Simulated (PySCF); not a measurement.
# C5H8N2Si: the cost of one run

Computed with PySCF 2.14.0, with density-fitted response routines of our own, on a single molecule in the gas phase. Atoms are numbered from 0 throughout.

**1. The molecule as given**

16 atoms, charge 0, multiplicity 1; geometry from: GFN2-xTB.

Bonds of the start (Å): C0–C1 1.33, C1–C2 1.44, C2–C3 1.37, C3–N4 1.36, N4–C5 1.30, C5–N6 1.36, N6–Si7 1.75, N6–C2 1.39, C0–H8 1.08, C0–H9 1.08, C1–H10 1.08, C3–H11 1.07, C5–H12 1.07, Si7–H13 1.46, Si7–H14 1.46, Si7–H15 1.46.

**2. Ultraviolet spectrum: CAM-B3LYP/def2-SVPD**

Job settings and geometry (Å):

```
{"job": {"kind": "uv", "xc": "CAM-B3LYP", "basis": "def2-SVPD", "nstates": 8, "ntriplets": 3}, "charge": 0, "multiplicity": 1}
C     -2.645670     0.430629    -0.432564
C     -1.343437     0.629420    -0.252178
C     -0.379903    -0.413926    -0.025080
C     -0.521998    -1.778398     0.065006
N      0.682956    -2.363207     0.290207
C      1.537071    -1.386737     0.336585
N      0.970329    -0.161158     0.153461
Si     1.804533     1.379696     0.160867
H     -3.322193     1.250871    -0.597832
H     -3.075703    -0.555738    -0.419757
H     -0.943551     1.636051    -0.271464
H     -1.409737    -2.372788    -0.017051
H      2.588635    -1.508015     0.501791
H      1.247108     2.182927     1.248656
H      3.202218     1.034209     0.393524
H      1.601745     2.005107    -1.145582
```

With the program's defaults for keys left out, this is: TDDFT CAM-B3LYP/def2-SVPD, vertical, gas phase, core orbitals frozen in the response.

Launch:

```sh
> OMP_NUM_THREADS=1 python probes_run.py task.json out
```

One launch serves the whole session: the jobs run in the order shown.

**Question.** How long does this job take on 1 thread of Arm Neoverse V1, shared host, and how much memory does it need?

About 71 s, with a peak of 1.1 GiB.
